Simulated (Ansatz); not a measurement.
**The cluster Nb₄N₄: trial inputs and their diagnosis**

1 input was typed for the cluster Nb₄N₄. Each is run as it stands; the log then has to tell whether the result can be used.

The runs use Ansatz 0.2.0, Gaussian basis; the settings change from run to run.

5 further runs of the same task are left out: 5 set aside as unsound or not needed.

## (1) The molecule

The geometry comes from an earlier relaxation with r2SCAN-D4/def2-SVP; it is a stationary point, not always the lowest conformer. Nb takes a core potential in def2 sets; no spin-orbit term is included.

8 atoms, charge 0, spin multiplicity 1.

Atoms are counted from 1 here; the program's logs count them from 0.

Bond lengths: Nb1–N5 1.928 Å, Nb1–N8 1.821 Å, Nb2–Nb3 2.512 Å, Nb2–N5 2.184 Å, Nb2–N7 2.199 Å, Nb3–N6 1.892 Å, Nb3–N8 1.946 Å, Nb4–N6 1.863 Å, Nb4–N7 1.959 Å, N5–N7 1.300 Å. Angles: N5–Nb1–N8 106.7°, Nb3–Nb2–N5 92.7°, Nb3–Nb2–N7 93.2°, N5–Nb2–N7 34.5°, Nb2–Nb3–N6 95.6°, Nb2–Nb3–N8 94.7°, N6–Nb3–N8 111.3°, N6–Nb4–N7 115.9°, Nb1–N5–Nb2 79.0°, Nb1–N5–N7 138.3°, Nb2–N5–N7 73.4°, Nb3–N6–Nb4 99.7°, Nb2–N7–Nb4 75.2°, Nb2–N7–N5 72.1°, Nb4–N7–N5 134.8°, Nb1–N8–Nb3 100.7°.

## (2) Attempt 1

in.yaml

```yaml
crystal:
  periodic: [false, false, false]
  atoms:
    - {symbol: Nb, position_ang: [-2.084186, 0.319397, 0.136942]}
    - {symbol: Nb, position_ang: [0.205833, 1.241161, 1.022029]}
    - {symbol: Nb, position_ang: [0.273354, 0.869103, -1.461183]}
    - {symbol: Nb, position_ang: [1.943104, -0.516710, 0.417733]}
    - {symbol: N, position_ang: [-0.920818, -0.596804, 1.371459]}
    - {symbol: N, position_ang: [1.696163, -0.378112, -1.423327]}
    - {symbol: N, position_ang: [0.337837, -0.907982, 1.470579]}
    - {symbol: N, position_ang: [-1.451277, -0.030064, -1.534233]}
basis:
  gaussian: {orbitals: def2-SVP}
hamiltonian: {xc: {name: revPBE}, dispersion: d3bj}
multiplicity: 3
output: {forces: true}
```

Started as:

```bash
> ansatz run in.yaml --threads 4 --pin off --events-out ev --progress --plain --max-ram 4787MiB
```

Before running them: what should the planned runs give, taken together?

**Answer**, as computed:

```csv
attempt,level,ended,cause,time
1,revPBE/def2-SVP,refused,the input holds a key that doesn't belong there,0.05 s
```

1 refused. A refusal costs next to no computing time.
